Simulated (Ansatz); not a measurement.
# Zn: the cost of one run

Method: reference: DFT PBE, plane waves, PAW, scalar-relativistic, no spin polarisation, in Ansatz 0.2.0.

### Step 1. Starting point

The structure is hexagonal, space group P6_3/mmc (No. 194). Conventional cell: a = 2.780 Å, b = 2.780 Å, c = 9.004 Å, α = 90.00°, β = 90.00°, γ = 120.00°. Zn (site symmetry -3m) is surrounded by 12 Zn at 2.76 to 2.78 Å. Zn (site symmetry -6m2) has 12 Zn at 2.76 to 2.78 Å as nearest neighbours.

Coordinates:

```cif
data_structure
_symmetry_space_group_name_H-M 'P 1'
_symmetry_Int_Tables_number 1
_cell_length_a 2.7804
_cell_length_b 2.7804
_cell_length_c 9.0039
_cell_angle_alpha 90.000
_cell_angle_beta 90.000
_cell_angle_gamma 60.000
_cell_volume 60.28
loop_
_atom_site_label
_atom_site_type_symbol
_atom_site_fract_x
_atom_site_fract_y
_atom_site_fract_z
_atom_site_occupancy
Zn1 Zn 0.00000 0.00000 0.00000 1
Zn2 Zn 0.00000 0.00000 0.50000 1
Zn3 Zn 0.33333 0.33333 0.75000 1
Zn4 Zn 0.66667 0.66667 0.25000 1
```

### Step 2. The reference run

The input, input.yaml:

```yaml
crystal:
  lattice:
    - [1.390209, 2.407911, 0.0]
    - [-1.390209, 2.407911, 0.0]
    - [0.0, 0.0, 9.003944]
  atoms:
    - { symbol: Zn, position: [0.0, 0.0, 0.0] }
    - { symbol: Zn, position: [0.0, 0.0, 0.5] }
    - { symbol: Zn, position: [0.33333, 0.33334, 0.75] }
    - { symbol: Zn, position: [0.66666, 0.66667, 0.25] }
  symmetry: { tolerance: 0.0003 }
kpoints:
  mp_grid: { grid: [7, 7, 2], shift: [0, 0, 0] }
magnetization:
  spin_polarized: false
scf:
  occupations: { method: fermi_dirac, width: 0.0242 }
hamiltonian:
  pseudopotentials: { kind: paw }
  xc: pbe
basis:
  ecutwfc: 420
output:
  forces: true
  stress: true
  eigenvalues: true
relax:
  max_steps: 40
  cell: {}
```

Started as:

```bash
ansatz run input.yaml --threads 1 --pin off --max-ram 2560MiB --backend cpu --events-out ev --progress --plain --runs-dir out
```

Q: Estimate wall time and peak memory on 1 thread of Intel Xeon Platinum 8375C at 2.90GHz (Ice Lake), shared host.

About 12 s, with a peak of 0.4 GiB.
